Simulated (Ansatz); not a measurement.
# BClH2Se: active-space calculation

Wanted for BClH2Se: an active-space calculation.

Computed with the Python package of Ansatz 0.2.0. Level of theory: SC-NEVPT2/def2-SVP.

## Step 1: The system

Bond lengths: Cl1–B2 1.791 Å, B2–Se3 1.999 Å, B2–H4 1.194 Å, Se3–H5 1.544 Å. Angles: Cl1–B2–Se3 120.4°, Cl1–B2–H4 122.6°, Se3–B2–H4 116.9°, B2–Se3–H5 90.5°.

The script reads bclh2se.xyz:

```xyz
5

Cl   -2.00990   -0.14380    0.32690
B    -0.34280   -0.45000   -0.25010
Se    0.90860    1.07280   -0.58120
H     0.08900   -1.55130   -0.41580
H     1.40500    0.99870    0.87880
```

## Step 2: Script

cas.py

```python
"""Static correlation in BClH2Se: natural occupations of an active space."""

import ansatz as az

mol = az.Crystal.molecule_from_extxyz("bclh2se.xyz")

calculation = (
    mol.calculation()
    .basis(gaussian="def2-SVP")
    .correlation(active_electrons=6, active_orbitals=6)
)
for method in ["sc_nevpt2"]:
    summary = (calculation if method is None else calculation.correlation(method)).run().report
    space = summary["configurations"]
    state = space["states"][0]
    print(method or "casscf", f"total {summary['free_energy_ev'] / 27.211386246:.6f} Ha, active-space state {state['energy']['hartree']:.6f} Ha, mean field {summary['reference_energy_ev'] / 27.211386246:.6f} Ha")
    print("  determinants", state["n_determinants"], " natural occupations", [round(n, 3) for n in space["natural_occupations"]])
print("effectively unpaired electrons, sum of min(n, 2 - n):", round(sum(min(n, 2 - n) for n in space["natural_occupations"]), 3))
```

## Step 3: What the engine is handed

The package turns the script's settings into the engine's input:

```yaml
crystal:
  periodic: [false, false, false]
  atoms:
    - { symbol: Cl, position_ang: [-2.0099, -0.1438, 0.3269] }
    - { symbol: B, position_ang: [-0.3428, -0.45, -0.2501] }
    - { symbol: Se, position_ang: [0.9086, 1.0728, -0.5812] }
    - { symbol: H, position_ang: [0.089, -1.5513, -0.4158] }
    - { symbol: H, position_ang: [1.405, 0.9987, 0.8788] }
basis:
  gaussian:
    orbitals: def2-SVP
correlation:
  method: sc_nevpt2
  active_space:
    window:
      electrons: 6
      orbitals: 6
```

## Step 4: Launch

Launch:

```
python cas.py
```

Log:

```text
sc_nevpt2 total -2885.220076 Ha, active-space state -2884.812340 Ha, mean field -2884.764918 Ha
  determinants 400  natural occupations [1.995, 1.968, 1.958, 0.043, 0.022, 0.014]
effectively unpaired electrons, sum of min(n, 2 - n): 0.158
```

Wall time 7 s (1 thread of Arm Neoverse V1, shared host); peak memory 0.22 GiB.

Lines on the test bed's own set-up are left out of the output.

## Step 5: The run's own record

The report of the run holds:

| item | value |
| --- | --- |
| SCF cycles in all | 12 |
| orbitals | 74 |
| total energy (eV) | -78510.83789 |

## Step 6: What came out

| quantity | value |
| --- | --- |
| total energy | -78510.8379 eV |
| natural occupations | 1.995, 1.968, 1.958, 0.043, 0.022, 0.014 |

The natural occupations stay near whole numbers, so one determinant describes the state well. The geometry is a force-field or estimated start, not a minimum of this method, and the basis set is short of its limit. The active space starts as a window about the frontier orbitals and is then optimised, not chosen by chemistry.
